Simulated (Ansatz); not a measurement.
# CoSi: the cost of one run

The runs use Ansatz 0.2.0, Gaussian basis; def2-TZVPP, core rule «outside noble gas», up to 14 orbitals frozen.

To be run: UHF; CCSD(T) on ROHF; CCSD(T) on UHF; CCSDT(Q) on ROHF; CCSDT(Q) on UHF; CASSCF and NEVPT2, 12 electrons in 10 orbitals.

2 further runs of the same task are left out: 2 set aside as unsound or not needed.

## (1) The system

The geometry is a PBE0/def2-TZVP stationary point (not a proven minimum) of the parent state, kept for this charge and spin.

2 atoms, charge 1, spin multiplicity 5.

Atoms are counted from 1 here; the program's logs count them from 0.

Bond lengths: Co1–Si2 2.231 Å.

## (2) UHF

in.yaml reads:

```yaml
crystal:
  periodic: [false, false, false]
  atoms:
    - {symbol: Co, position_ang: [0.000000, 0.000000, 0.000000]}
    - {symbol: Si, position_ang: [0.000000, 0.000000, 2.230600]}
basis:
  gaussian: {orbitals: def2-TZVPP}
total_charge: 1
magnetization: {spin_polarized: true, initial_magnetization: 4}
hamiltonian: {xc: hf}
output: {orbitals: {seedname: orbitals}}
```

Started as:

```console
$ ansatz run in.yaml --threads 1 --pin off --events-out ev --progress --plain --max-ram 4096MiB --backend cpu
```

What time and memory should one allow on 1 thread of AMD EPYC 7R13, shared host?

About 53 s, with a peak of 0.32 GiB.
